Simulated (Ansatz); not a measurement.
**CH5PSSi: basis-set convergence**

The task here is to estimate one member of a computed series from the others.

Method: one geometry, several basis sets; program: Ansatz 0.2.0, Gaussian basis.

The runs, in order: PBE0-D4/def2-SVP; ωB97M-V/def2-SVP; PBE0-D4/def2-QZVPP; ωB97M-V/def2-QZVPP; the functionals' def2-TZVPP values are taken from earlier runs.

### The relaxed structure

The geometry comes from an earlier relaxation with PBE0-D4 in a triple-zeta def2 set; it is a stationary point, not always the lowest conformer.

SMILES `P[SiH]1CS1`, 9 atoms, charge 0, spin multiplicity 1.

Atoms are counted from 1 here; the program's logs count them from 0.

Bond lengths: P1–Si2 2.238 Å, P1–H5 1.421 Å, P1–H6 1.420 Å, Si2–C3 1.841 Å, Si2–S4 2.090 Å, Si2–H7 1.482 Å, C3–S4 1.864 Å, C3–H8 1.086 Å, C3–H9 1.086 Å. Angles: Si2–P1–H5 93.2°, Si2–P1–H6 92.5°, H5–P1–H6 93.7°, P1–Si2–C3 119.6°, P1–Si2–S4 123.3°, P1–Si2–H7 111.8°, C3–Si2–S4 56.2°, C3–Si2–H7 118.0°, S4–Si2–H7 117.6°, Si2–C3–S4 68.7°, Si2–C3–H8 119.9°, Si2–C3–H9 120.2°, S4–C3–H8 113.0°, S4–C3–H9 113.2°, H8–C3–H9 113.3°, Si2–S4–C3 55.1°.

Set-up of the first run:

File in.yaml:

```yaml
crystal:
  periodic: [false, false, false]
  atoms:
    - {symbol: P, position_ang: [-1.696334, 1.103291, 0.538196]}
    - {symbol: Si, position_ang: [-0.209219, -0.553835, 0.313838]}
    - {symbol: C, position_ang: [1.553523, -0.151496, -0.030862]}
    - {symbol: S, position_ang: [0.753686, -0.996510, -1.487423]}
    - {symbol: H, position_ang: [-2.731791, 0.368264, -0.099843]}
    - {symbol: H, position_ang: [-1.273370, 1.729693, -0.663462]}
    - {symbol: H, position_ang: [-0.498536, -1.680452, 1.231412]}
    - {symbol: H, position_ang: [1.843918, 0.873738, -0.241107]}
    - {symbol: H, position_ang: [2.346422, -0.738994, 0.421951]}
basis:
  gaussian: {orbitals: def2-SVP}
hamiltonian: {xc: pbe0, dispersion: d4}
output: {orbitals: {seedname: orbitals}}
```

Started as:

```console
ansatz run in.yaml --threads 2 --pin off --events-out ev --progress --plain --max-ram 4352MiB
```

Among the steps run: PBE0-D4 in def2-SVP; ωB97M-V in def2-SVP; PBE0-D4 in def2-QZVPP; ωB97M-V in def2-QZVPP.

One of the session's tables, all rows but one given; the rest of the session is left out.

```
functional       basis  HOMO (eV)
   PBE0-D4    def2-SVP          ?
   PBE0-D4  def2-TZVPP      -6.86
   PBE0-D4  def2-QZVPP      -6.89
   ωB97M-V    def2-SVP      -8.88
   ωB97M-V  def2-TZVPP      -8.97
   ωB97M-V  def2-QZVPP      -9.00
```

Estimate the missing values for PBE0-D4, def2-SVP.

**Answer.** HOMO (eV): -6.81. In the column «HOMO (eV)» it is the highest.
